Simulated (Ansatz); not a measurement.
# Zr5TiN6: from a guess to a relaxed structure, part 2 of 2

The task: take a trial cell of Zr5TiN6 to zero force and stress, then test the end with a random kick.

Ansatz 0.2.0; DFT PBE, scalar-relativistic, plane waves, PAW. Earlier steps stand in the parts before.

## Step 6: Random kick, then relaxation

Atoms are moved at random (σ = 0.15 Å a coordinate) and the cell is strained at random (σ = 1.5 % a component).

File input.yaml:

```yaml
crystal:
  lattice:
    - [3.2443361891, 0.0275952939, -0.0312596623]
    - [0.0275952939, 3.2454130632, 0.0606449747]
    - [-0.1323290694, 0.2567236006, 13.759337983]
  atoms:
    - { symbol: Zr, position: [0.0666463976, 0.0044352902, 0.8363973316] }
    - { symbol: Zr, position: [0.4717686163, 0.5047430329, 0.0133585019] }
    - { symbol: Zr, position: [0.0910094859, 0.0047364297, 0.1750000297] }
    - { symbol: Zr, position: [0.5250273807, 0.4417901815, 0.334806432] }
    - { symbol: Zr, position: [0.5026220615, 0.5509416048, 0.6710505292] }
    - { symbol: Ti, position: [0.0045627217, -0.0753325518, 0.5010758468] }
    - { symbol: "N", position: [-0.1008139477, -0.0530906111, -0.0041839961] }
    - { symbol: "N", position: [0.5377376914, 0.523900596, 0.1702129688] }
    - { symbol: "N", position: [-0.0287967895, 0.0252973844, 0.3293018571] }
    - { symbol: "N", position: [0.4271702024, 0.5046223196, 0.4965623356] }
    - { symbol: "N", position: [0.0081941514, 0.0373435087, 0.6531200784] }
    - { symbol: "N", position: [0.4948720283, 0.5306128151, 0.8232980851] }
basis:
  ecutwfc: 420
kpoints:
  mp_grid: { grid: [6, 6, 2] }
hamiltonian:
  xc: pbe
scf:
  occupations: { method: gaussian, width: 0.2 }
  lower_state_search: "off"
output:
  forces: true
  stress: true
  eigenvalues: true
relax:
  adjacent_minimum: "off"
  f_tol: 0.025
  max_steps: 60
  cell: { stress_tol: 0.25 }
```

The run is started by

```
$ ansatz run input.yaml --threads 4 --pin off --max-ram 8192MiB --backend cpu --events-out ev --progress --plain --runs-dir out
```

Log:

```text
Warning: RAYON_NUM_THREADS=4 ignored (pool sized by the plan → 4); use --threads N
Engine: ansatz 0.2.0, x86_64-unknown-linux-gnu
Pseudopotentials: kind: paw
Pseudopotential: Zr, paw, valence charge 12, recommended cutoff 420 eV (normal), Zr.paw.azcp
Pseudopotential: Ti, paw, valence charge 12, recommended cutoff 420 eV (normal), Ti.paw.azcp
Pseudopotential: N, paw, valence charge 5, recommended cutoff 420 eV (normal), N.paw.azcp
Functional definition: PBE
  parameter kappa = 0.804
  parameter beta = 0.06672455060314922
  exchange = pbe_x(kappa = kappa, mu = beta*pi^2/3)
  correlation = pbe_c(beta = beta)
Crystal: 12 atoms, lattice volume = 144.800 Å³
Basis set: ecut = 420 eV, 2863 PW (Γ), exchange–correlation on 48×48×192 points (8 copies of the dense FFT grid, shifted against one another)
Bands: 63, of which v1, the nominal top of the filled ones, is band 51 counted from 1 (50 counted from 0)
Symmetry: 1 space group operations
Space group: P1 (ITA 1), of the structure as read, at distance tolerance 5.3e-5 Å
k-points: 40 of 72 (time reversal used)
Non-local potential: Zr, projectors of the file, l = 0: 3, l = 1: 2, l = 2: 2, l = 3: 2
Non-local potential: Ti, projectors of the file, l = 0: 3, l = 1: 2, l = 2: 3, l = 3: 1
Non-local potential: N, projectors of the file, l = 0: 2, l = 1: 2, l = 2: 1
PAW form: soft (Blöchl's): semilocal exchange-correlation on the pseudo side does not see the compensation charge
PAW one-centre angular grid: Zr, 590 points (default); XC on 64 Gauss nodes
PAW one-centre angular grid: Ti, 590 points (default); XC on 64 Gauss nodes
PAW one-centre angular grid: N, 110 points (default); XC on 64 Gauss nodes
Initial density: superposition of atomic densities (neutral atoms: chi_scale 0, normalization atom), corrected by the library's trained network
Initial wavefunctions: pseudopotential atomic-orbital guess
Functional: x = pbe(κ = 0.804, μ = 0.2195149727645171), c = pbe(β = 0.06672455060314922)
SCF iter   1: F=—  HF=-25739.820475 eV  |F-HF|=—  |Δ(HF+E_count)|=         —  Δρ=6.87e-3  dr2=7.65e-1  ethr=1.77e-3  ⟨swp⟩=4.5  Hψ=9366  notcnv=0
preconditioner: auto → Kerker (q_TF=auto, 2.574 Å⁻¹)  [metal: Δε(μ)=0.019 eV  Ē_g=8.455 eV  σ=0.200 eV  W_gap=0.05  n_scr=38 (ndim 8)  ℏωp=22.7 eV  f_vac=0.000  D(μ)=4.54/eV (n_scr^D=34)]
SCF iter   2: F=—  HF=-25739.805203 eV  |F-HF|=—  |Δ(HF+E_count)|=   1.53e-2  Δρ=3.83e-3  dr2=3.32e-1  ethr=7.50e-4  ⟨swp⟩=1.0  Hψ=2920  notcnv=0
SCF iter   3: F=—  HF=-25739.795374 eV  |F-HF|=—  |Δ(HF+E_count)|=   9.83e-3  Δρ=1.02e-3  dr2=4.70e-3  ethr=3.26e-4  ⟨swp⟩=1.0  Hψ=2384  notcnv=0
SCF iter   4: F=—  HF=-25739.794928 eV  |F-HF|=—  |Δ(HF+E_count)|=   4.46e-4  Δρ=3.07e-4  dr2=8.30e-4  ethr=4.61e-6  ⟨swp⟩=2.0  Hψ=2596  notcnv=0
SCF iter   5: F=—  HF=-25739.794863 eV  |F-HF|=—  |Δ(HF+E_count)|=   6.51e-5  Δρ=9.09e-5  dr2=4.49e-5  ethr=8.13e-7  ⟨swp⟩=1.1  Hψ=2386  notcnv=0
SCF iter   6: F=—  HF=-25739.794800 eV  |F-HF|=—  |Δ(HF+E_count)|=   6.24e-5  Δρ=3.44e-5  dr2=2.35e-6  ethr=4.40e-8  ⟨swp⟩=2.1  Hψ=3475  notcnv=0
SCF iter   7: F=—  HF=-25739.794800 eV  |F-HF|=—  |Δ(HF+E_count)|=   1.57e-7  Δρ=1.05e-5  dr2=2.86e-7  ethr=2.30e-9  ⟨swp⟩=2.0  Hψ=3442  notcnv=0
SCF iter   8: F=-25739.794800 eV  HF=-25739.794800 eV  |F-HF|=2.57e-8  |Δ(HF+E_count)|=   2.27e-8  Δρ=2.81e-6  dr2=3.35e-8  ethr=9.80e-11  ⟨swp⟩=10.8  Hψ=9610  notcnv=0
SCF 1 converged in 8 iterations: F = -25739.794800 eV  dr2 = 3.35e-8
relax step   1: F+E_penalty+E_count = -25739.79480002 eV  Δ(F+E_penalty+E_count) = +0.000e0 eV  max|allowed force component| = 3.463e0 eV/Å  Δτ_max = 0.0000 Å  P = +4.626 GPa  Ω = 144.800 Å³  (8 SCF iters, dr2 threshold 1.00e-7 eV, accepted)
Crystal: 12 atoms, lattice volume = 143.606 Å³
Basis set: ecut = 420 eV, 2817 PW (Γ), exchange–correlation on 48×48×192 points (8 copies of the dense FFT grid, shifted against one another)
Initial density: handed on by an earlier stage of this run
Initial wavefunctions: those handed on with the density
SCF iter   1: F=—  HF=-25742.544770 eV  |F-HF|=—  |Δ(HF+E_count)|=         —  Δρ=2.20e-2  dr2=5.65e0  ethr=3.10e-3  ⟨swp⟩=9.2  Hψ=11303  notcnv=0
preconditioner: auto → Kerker (q_TF=auto, 2.577 Å⁻¹)  [metal: Δε(μ)=0.022 eV  Ē_g=15.968 eV  σ=0.200 eV  W_gap=0.06  n_scr=38 (ndim 8)  ℏωp=28.4 eV  f_vac=0.000  D(μ)=5.30/eV (n_scr^D=38)]
SCF iter   2: F=—  HF=-25742.395200 eV  |F-HF|=—  |Δ(HF+E_count)|=   1.50e-1  Δρ=1.21e-2  dr2=2.50e0  ethr=3.10e-3  ⟨swp⟩=1.0  Hψ=2920  notcnv=0
SCF iter   3: F=—  HF=-25742.290456 eV  |F-HF|=—  |Δ(HF+E_count)|=   1.05e-1  Δρ=2.38e-3  dr2=1.05e-1  ethr=2.45e-3  ⟨swp⟩=1.0  Hψ=2360  notcnv=0
SCF iter   4: F=—  HF=-25742.284951 eV  |F-HF|=—  |Δ(HF+E_count)|=   5.51e-3  Δρ=1.05e-3  dr2=6.49e-3  ethr=1.03e-4  ⟨swp⟩=1.0  Hψ=2434  notcnv=0  defer=10
SCF iter   5: F=—  HF=-25742.284466 eV  |F-HF|=—  |Δ(HF+E_count)|=   4.85e-4  Δρ=3.08e-4  dr2=2.01e-4  ethr=6.36e-6  ⟨swp⟩=1.7  Hψ=2550  notcnv=0  defer=22
SCF iter   6: F=—  HF=-25742.284522 eV  |F-HF|=—  |Δ(HF+E_count)|=   5.58e-5  Δρ=1.13e-4  dr2=3.91e-5  ethr=1.97e-7  ⟨swp⟩=2.0  Hψ=3578  notcnv=0  defer=108
SCF iter   7: F=—  HF=-25742.284518 eV  |F-HF|=—  |Δ(HF+E_count)|=   3.52e-6  Δρ=2.59e-5  dr2=2.25e-6  ethr=3.83e-8  ⟨swp⟩=2.0  Hψ=3154  notcnv=0  defer=107
SCF iter   8: F=-25742.284518 eV  HF=-25742.284518 eV  |F-HF|=1.37e-7  |Δ(HF+E_count)|=   3.94e-8  Δρ=7.77e-6  dr2=1.83e-7  ethr=1.18e-9  ⟨swp⟩=12.2  Hψ=10319  notcnv=0
SCF 2 converged in 8 iterations: F = -25742.284518 eV  dr2 = 1.83e-7
relax step   2: F+E_penalty+E_count = -25742.28451820 eV  Δ(F+E_penalty+E_count) = -2.490e0 eV  max|allowed force component| = 1.707e0 eV/Å  Δτ_max = 0.1946 Å  P = -0.183 GPa  Ω = 143.606 Å³  energy of the carried Pulay correction = +2.978e-3 eV  (8 SCF iters, dr2 threshold 1.20e-6 eV, accepted)
Crystal: 12 atoms, lattice volume = 136.619 Å³
Basis set: ecut = 420 eV, 2685 PW (Γ), exchange–correlation on 48×48×192 points (8 copies of the dense FFT grid, shifted against one another)
iter 1 solved again at ethr=1.69e-3 eV; its pass at ethr=3.10e-3 eV (dr2=1.72e0 eV) is discarded
SCF iter   1: F=—  HF=-25743.215419 eV  |F-HF|=—  |Δ(HF+E_count)|=         —  Δρ=1.90e-2  dr2=1.72e0  ethr=1.69e-3  ⟨swp⟩=1.1  Hψ=14387  notcnv=0
preconditioner: auto → Kerker (q_TF=auto, 2.599 Å⁻¹)  [metal: Δε(μ)=0.012 eV  Ē_g=16.244 eV  σ=0.200 eV  W_gap=0.03  n_scr=38 (ndim 8)  ℏωp=29.1 eV  f_vac=0.000  D(μ)=3.40/eV (n_scr^D=20)]
SCF iter   2: F=—  HF=-25743.114971 eV  |F-HF|=—  |Δ(HF+E_count)|=   1.00e-1  Δρ=1.02e-2  dr2=7.94e-1  ethr=1.68e-3  ⟨swp⟩=1.0  Hψ=2520  notcnv=0
SCF iter   3: F=—  HF=-25743.054226 eV  |F-HF|=—  |Δ(HF+E_count)|=   6.07e-2  Δρ=2.14e-3  dr2=5.83e-2  ethr=7.78e-4  ⟨swp⟩=1.0  Hψ=2520  notcnv=0
SCF iter   4: F=—  HF=-25743.050419 eV  |F-HF|=—  |Δ(HF+E_count)|=   3.81e-3  Δρ=9.43e-4  dr2=5.21e-3  ethr=5.71e-5  ⟨swp⟩=1.0  Hψ=2681  notcnv=0  defer=1
SCF iter   5: F=—  HF=-25743.050082 eV  |F-HF|=—  |Δ(HF+E_count)|=   3.36e-4  Δρ=3.00e-4  dr2=1.87e-4  ethr=5.11e-6  ⟨swp⟩=1.7  Hψ=2575  notcnv=0  defer=2
SCF iter   6: F=—  HF=-25743.050013 eV  |F-HF|=—  |Δ(HF+E_count)|=   6.88e-5  Δρ=1.05e-4  dr2=2.88e-5  ethr=1.83e-7  ⟨swp⟩=2.0  Hψ=3526  notcnv=0  defer=2
SCF iter   7: F=—  HF=-25743.050010 eV  |F-HF|=—  |Δ(HF+E_count)|=   3.13e-6  Δρ=2.57e-5  dr2=1.68e-6  ethr=2.82e-8  ⟨swp⟩=2.0  Hψ=3243  notcnv=0  defer=2
SCF iter   8: F=-25743.050010 eV  HF=-25743.050010 eV  |F-HF|=8.96e-8  |Δ(HF+E_count)|=   6.12e-8  Δρ=5.52e-6  dr2=1.14e-7  ethr=1.18e-9  ⟨swp⟩=10.3  Hψ=9831  notcnv=0
SCF 3 converged in 8 iterations: F = -25743.050010 eV  dr2 = 1.14e-7
relax step   3: F+E_penalty+E_count = -25743.05001015 eV  Δ(F+E_penalty+E_count) = -7.655e-1 eV  max|allowed force component| = 8.184e-1 eV/Å  Δτ_max = 0.1952 Å  P = +9.957 GPa  Ω = 136.619 Å³  energy of the carried Pulay correction = +2.092e-2 eV  (8 SCF iters, dr2 threshold 1.20e-6 eV, accepted)
[... 12 lines left out ...]
relax step   4: F+E_penalty+E_count = -25743.36921469 eV  Δ(F+E_penalty+E_count) = -3.192e-1 eV  max|allowed force component| = 1.960e-1 eV/Å  Δτ_max = 0.1253 Å  P = -1.067 GPa  Ω = 141.866 Å³  energy of the carried Pulay correction = +7.366e-3 eV  (7 SCF iters, dr2 threshold 1.20e-6 eV, accepted)
[... 11 lines left out ...]
relax step   5: F+E_penalty+E_count = -25743.37661939 eV  Δ(F+E_penalty+E_count) = -7.405e-3 eV  max|allowed force component| = 4.919e-3 eV/Å  Δτ_max = 0.0148 Å  P = +0.059 GPa  Ω = 141.272 Å³  energy of the carried Pulay correction = +8.876e-3 eV  (6 SCF iters, dr2 threshold 1.20e-6 eV, accepted)
Initial wavefunctions: pseudopotential atomic-orbital guess (no wavefunctions were taken with the density)
iter 1 solved again at ethr=1.12e-7 eV; its pass at ethr=3.10e-3 eV (dr2=1.14e-4 eV) is discarded
SCF iter   1: F=—  HF=-25743.370723 eV  |F-HF|=—  |Δ(HF+E_count)|=         —  Δρ=1.69e-4  dr2=4.58e-6  ethr=1.12e-7  ⟨swp⟩=3.8  Hψ=16742  notcnv=0
preconditioner: auto → Kerker (q_TF=auto, 2.584 Å⁻¹)  [metal: Δε(μ)=0.046 eV  Ē_g=16.101 eV  σ=0.200 eV  W_gap=0.13  n_scr=38 (ndim 8)  ℏωp=28.6 eV  f_vac=0.000  D(μ)=3.78/eV (n_scr^D=28)]
SCF iter   2: F=—  HF=-25743.370876 eV  |F-HF|=—  |Δ(HF+E_count)|=   1.53e-4  Δρ=8.84e-5  dr2=1.21e-6  ethr=4.49e-9  ⟨swp⟩=2.0  Hψ=4552  notcnv=0
SCF iter   3: F=—  HF=-25743.370883 eV  |F-HF|=—  |Δ(HF+E_count)|=   6.80e-6  Δρ=1.02e-5  dr2=4.34e-8  ethr=1.19e-9  ⟨swp⟩=2.0  Hψ=3600  notcnv=0
SCF iter   4: F=—  HF=-25743.370883 eV  |F-HF|=—  |Δ(HF+E_count)|=   8.30e-8  Δρ=1.27e-6  dr2=9.36e-9  ethr=4.25e-11  ⟨swp⟩=2.0  Hψ=3584  notcnv=0
iter 5 did not close the SCF: its close was put off for the readings that it lacked (scf_convergence_deferred on its scf_iter line)
SCF iter   5: F=-25743.370883 eV  HF=-25743.370883 eV  |F-HF|=1.31e-9  |Δ(HF+E_count)|=  1.09e-10  Δρ=4.35e-7  dr2=1.49e-9  ethr=9.18e-12  ⟨swp⟩=1.2  Hψ=2528  notcnv=0
SCF iter   6: F=-25743.370883 eV  HF=-25743.370883 eV  |F-HF|=8.73e-11  |Δ(HF+E_count)|=  1.02e-10  Δρ=1.85e-7  dr2=1.07e-10  ethr=1.46e-12  ⟨swp⟩=3.1  Hψ=8301  notcnv=0
SCF 6 converged in 6 iterations: F = -25743.370883 eV  dr2 = 1.07e-10
relax step   6: F+E_penalty+E_count = -25743.37088278 eV  Δ(F+E_penalty+E_count) = +5.737e-3 eV  max|allowed force component| = 4.213e-3 eV/Å  Δτ_max = 0.0000 Å  P = -0.034 GPa  Ω = 141.272 Å³  stress off target by 1.55e-1 GPa  SCF on the basis re-selected at this cell (its energy is not comparable with the rows above)  (6 SCF iters)
basis re-selected at this cell: Δ(F+E_penalty+E_count) = +5.737e-3 eV, ΔP = -0.093 GPa vs the last step (what re-selecting the basis moved, of the pressure what is left beyond the Pulay correction that the steps carried, after the strain that the cell walked since its last selection, with what the two solves' SCF thresholds leave and, on support functions, any second-order correction that the steps lacked; it is no measure of the basis error at this ecutwfc). This SCF's stress stands 1.55e-1 GPa from its target on what of the cell is left free (relax.cell.stress_tol is 2.50e-1 GPa) and its largest allowed force component is 4.21e-3 eV/Å (relax.f_tol is 2.50e-2 eV/Å): within both
SCF converged after 6 iterations
Free energy (F): -25743.370883 eV
Harris-Foulkes:  -25743.370883 eV  (|F-HF|=8.73e-11)
Internal energy: -25743.295344 eV  (E = F + TS)
E sigma→0 (E₀):  -25743.333113 eV
Entropy (-TS):   -0.075539 eV (-6.295 meV/atom)
Fermi energy:    17.303968 eV
--- Per-component energies (eV) ---
  E_band       = -242.230748
  E_kinetic    = 2741.562812
  E_local      = -4019.201618  (includes V_loc(G=0)·N_el)
  E_nonlocal   = 667.338907
  E_hartree    = 1300.952813
  E_xc         = -1280.352485
  E_vxc        = -1554.065451  (∫ρ·V_xc dr)
  E_paw        = -16575.910953  (= ΣΔE_a)
  E_vpaw       = -679.771730  (= ΣTr[D̂ρ^β])
  E_aug_tail   = 0.000795  (compensation charges beyond the density's cutoff)
  E_ewald      = -8577.685615
  E_smearing   = -0.075539  (= −TS)
  E_closure    = 0.000000  (closes the sum)
  Σ components = -25743.370883   (vs F -25743.370883, Δ=0.00e0)
--- Forces (eV/Å), atoms counted from 1 ---
  atom   1  Zr     0.00046572    -0.00023823    -0.00111029
  atom   2  Zr    -0.00164991    -0.00007681     0.00188854
  atom   3  Zr     0.00035601     0.00152138     0.00196695
  atom   4  Zr     0.00086327    -0.00067772     0.00384779
  atom   5  Zr    -0.00110610    -0.00065527    -0.00421305
  atom   6  Ti    -0.00043625    -0.00036483    -0.00127604
  atom   7  N      0.00014375    -0.00120786     0.00260750
  atom   8  N      0.00002501     0.00038418     0.00238124
  atom   9  N     -0.00005631    -0.00047384    -0.00008540
  atom  10  N      0.00077510     0.00121442    -0.00090821
  atom  11  N      0.00038243    -0.00010919    -0.00129910
  atom  12  N      0.00023728     0.00068377    -0.00379933
  max |Σ_I F_I| component: 6.00e-7 eV/Å
--- Stress (GPa, compression-positive) ---
        0.047919      -0.097362       0.068498
       -0.097362      -0.053110      -0.077487
        0.068498      -0.077487      -0.096184
  P = ⅓ Tr σ = -0.0338 GPa (-0.338 kbar)
--- Band table (eV; the first three rows and the last of 40) ---
  k-point 0: bands = ["-40.6076", "-32.2131", "-32.1584", "-32.0957", "-32.0366", "-32.0283", "-16.8350", "-16.8339", "-16.8332", "-10.7269", "-10.5744", "-10.3127", "-10.1608", "-10.1595", "-10.1225", "-10.0719", "-10.0709", "-9.9739", "-9.9731", "-9.9123", "-9.8905", "-9.8898", "-9.8522", "-9.8516", "1.0533", "1.5866", "1.6250", "1.6680", "1.8778", "2.1615", "11.5545", "11.6123", "12.1761", "12.2795", "12.6668", "13.9553", "13.9584", "13.9617", "14.1008", "14.1044", "14.1534", "14.1565", "14.1992", "14.2023", "14.2644", "14.2679", "14.4887", "14.6413", "14.8165", "14.8186", "14.8226", "15.8924", "16.0300", "16.9196", "16.9249", "16.9409", "17.9323", "18.3445", "18.3485", "18.4590", "18.9376", "18.9427", "19.1758"]
  k-point 1: bands = ["-40.6076", "-32.2131", "-32.1585", "-32.0957", "-32.0366", "-32.0283", "-16.8350", "-16.8339", "-16.8332", "-10.7335", "-10.5494", "-10.3568", "-10.1608", "-10.1596", "-10.0803", "-10.0717", "-10.0707", "-9.9742", "-9.9734", "-9.9288", "-9.8901", "-9.8894", "-9.8524", "-9.8517", "1.2198", "1.2340", "1.6898", "1.8105", "1.8521", "2.1692", "11.3986", "11.4649", "12.2316", "12.3050", "13.7151", "13.7763", "13.9406", "13.9437", "14.0271", "14.0463", "14.0497", "14.1590", "14.1624", "14.1951", "14.1987", "14.2279", "14.5181", "14.5211", "14.5870", "14.5897", "15.1354", "15.2704", "16.5585", "16.7323", "17.3160", "17.3208", "17.6399", "17.6460", "17.9326", "18.8283", "19.1528", "19.4539", "19.4565"]
  k-point 2: bands = ["-40.6043", "-32.1901", "-32.1412", "-32.0856", "-32.0276", "-32.0224", "-16.8756", "-16.8316", "-16.8282", "-10.6926", "-10.6172", "-10.4496", "-10.3262", "-10.2486", "-10.1614", "-10.1184", "-10.0512", "-10.0382", "-10.0300", "-9.9513", "-9.9448", "-9.8898", "-9.8768", "-9.8474", "1.4056", "1.9318", "1.9373", "1.9609", "2.1860", "2.3699", "11.3345", "11.3636", "11.8906", "11.9217", "12.5849", "12.6260", "12.7713", "12.7973", "13.0414", "13.1322", "13.2916", "13.3241", "13.3559", "13.4056", "13.4586", "13.5034", "13.8202", "14.2694", "15.6700", "15.9775", "16.0007", "17.0107", "17.0232", "17.1561", "17.2683", "17.7936", "18.2975", "18.3497", "18.6210", "18.7961", "19.0461", "19.3124", "20.2850"]
  k-point 39: bands = ["-40.5820", "-32.0393", "-32.0364", "-32.0359", "-31.9536", "-31.9529", "-16.9643", "-16.9634", "-16.8020", "-10.7436", "-10.7436", "-10.6152", "-10.6149", "-10.4712", "-10.4700", "-10.3376", "-10.3371", "-10.2604", "-10.2599", "-10.2494", "-10.2449", "-10.2201", "-10.1854", "-10.1420", "1.6915", "1.7339", "1.7649", "1.9221", "2.0960", "2.6129", "11.9281", "11.9314", "11.9947", "12.0032", "12.7237", "12.7284", "12.7652", "12.7700", "12.8379", "12.8428", "13.2177", "13.2207", "13.4053", "13.4532", "13.4561", "13.4908", "13.5719", "13.7751", "15.3178", "15.3191", "15.3252", "15.3268", "18.1612", "18.1624", "18.5930", "18.5945", "19.0222", "19.1899", "19.5905", "20.5433", "20.5454", "21.3181", "21.4064"]
--- Relaxed structure (5 steps of the walk, 5 accepted, 1 SCFs on fresh bases) ---
  F+E_penalty+E_count = -25743.37088278 eV   max|allowed force component| = 4.213e-3 eV/Å   (the final SCF, on the basis selected at the relaxed cell)
  cell:  # Å, volume = 141.2716 Å³
    - [3.217912836535199, 0.0007624378858887266, -0.0008423120107913448]
    - [0.0007460808390766945, 3.2191004676432105, 0.0009586223688361067]
    - [-0.0033933207040133806, 0.003862804529820074, 13.637858556724149]
  atoms:
    - { symbol: Zr, position: [-7.81025057187924e-8, 3.377235423716028e-5, 0.8306270238384997] }
    - { symbol: Zr, position: [0.5000681984251399, 0.5000185416705031, -1.7276018285937453e-5] }
    - { symbol: Zr, position: [4.382144614020208e-6, -7.316956896750553e-5, 0.1693548867347775] }
    - { symbol: Zr, position: [0.49997075898097065, 0.4999732942903159, 0.3399857489574193] }
    - { symbol: Zr, position: [0.49999871773569826, 0.500059717051574, 0.6600290171001936] }
    - { symbol: Ti, position: [-8.023326489810245e-6, 1.2131546683506592e-5, 0.5000190567747794] }
    - { symbol: N, position: [4.844482911498729e-5, 4.1533692391758894e-5, -2.438457758819699e-5] }
    - { symbol: N, position: [0.5000120302846364, 0.4999298651316635, 0.16902936604967433] }
    - { symbol: N, position: [-2.6216630269765436e-5, -1.4226205822967226e-5, 0.33975070584245803] }
    - { symbol: N, position: [0.4999423980636783, 0.4999500417986699, 0.5000098883976642] }
    - { symbol: N, position: [-1.1192143246810718e-5, 4.75563208581902e-5, 0.6602625079944672] }
    - { symbol: N, position: [0.5000005797386595, 0.5000209419178933, 0.8309734590059406] }
```

It took 34 s on 4 threads of Intel Xeon 6975P-C (Granite Rapids), shared host; peak memory 0.73 GiB.

Step by step:

| step | E - E(step 1) (eV/cell) | largest force component (eV/Å) | pressure (GPa) | volume (Å³) |
| --- | --- | --- | --- | --- |
| 1 | 0.0000 | 3.4627 | 4.63 | 144.80 |
| 2 | -2.4897 | 1.7069 | -0.18 | 143.61 |
| 3 | -3.2552 | 0.8184 | 9.96 | 136.62 |
| 4 | -3.5744 | 0.1960 | -1.07 | 141.87 |
| 5 | -3.5818 | 0.0049 | 0.06 | 141.27 |
| 6 | -3.5761 | 0.0042 | -0.03 | 141.27 |

Step 1 is the start. Step 6 repeats the geometry before it on a plane-wave basis chosen anew for that cell, so its energy need not be comparable with the rows above.

|  | before | after | change |
| --- | --- | --- | --- |
| a (Å) | 3.245 | 3.218 | -0.8 % |
| b (Å) | 3.246 | 3.219 | -0.8 % |
| c (Å) | 13.762 | 13.638 | -0.9 % |
| α (°) | 87.87 | 89.97 | +2.4 % |
| β (°) | 91.09 | 90.03 | -1.2 % |
| γ (°) | 89.04 | 89.97 | +1.1 % |
| volume (Å³/atom) | 12.07 | 11.77 | -2.4 % |
| shortest distance (Å) | 1.921 | 2.182 | +13.6 % |
| space group (0.01 Å) | P1 | P4/mmm | changed |

Change from the reference: -0.5 meV/atom, +0.0 % in volume. At a tolerance of 0.1 Å, which suits this loose relaxation, its space group is P4/mmm.

## Step 7: Results

What follows sums up all 2 parts.

```
                                                              quantity                                                                       value
                                symmetry at the end (tolerance 0.05 Å)                                                space group P4/mmm (No. 123)
                                                     conventional cell  a = 3.219 Å, b = 3.219 Å, c = 13.629 Å, α = 90.00°, β = 90.00°, γ = 90.00°
                                                                volume                                                               11.77 Å³/atom
energy over the elements (uncorrected; H, N, O, F and Cl as molecules)                                                               -1.70 eV/atom
                                                       gap on the mesh                                                                none (metal)
```

In words: The space group P4/mmm (No. 123) is kept, at nearly the size of the first guess. It lies below the elements, which doesn't yet make it stable: competing phases were not computed in this session. The kicked cell came back to the same energy, so the end is stable against the distortions that fit this cell and this draw; modes that don't fit the cell aren't tested. Other magnetic orders were not searched.
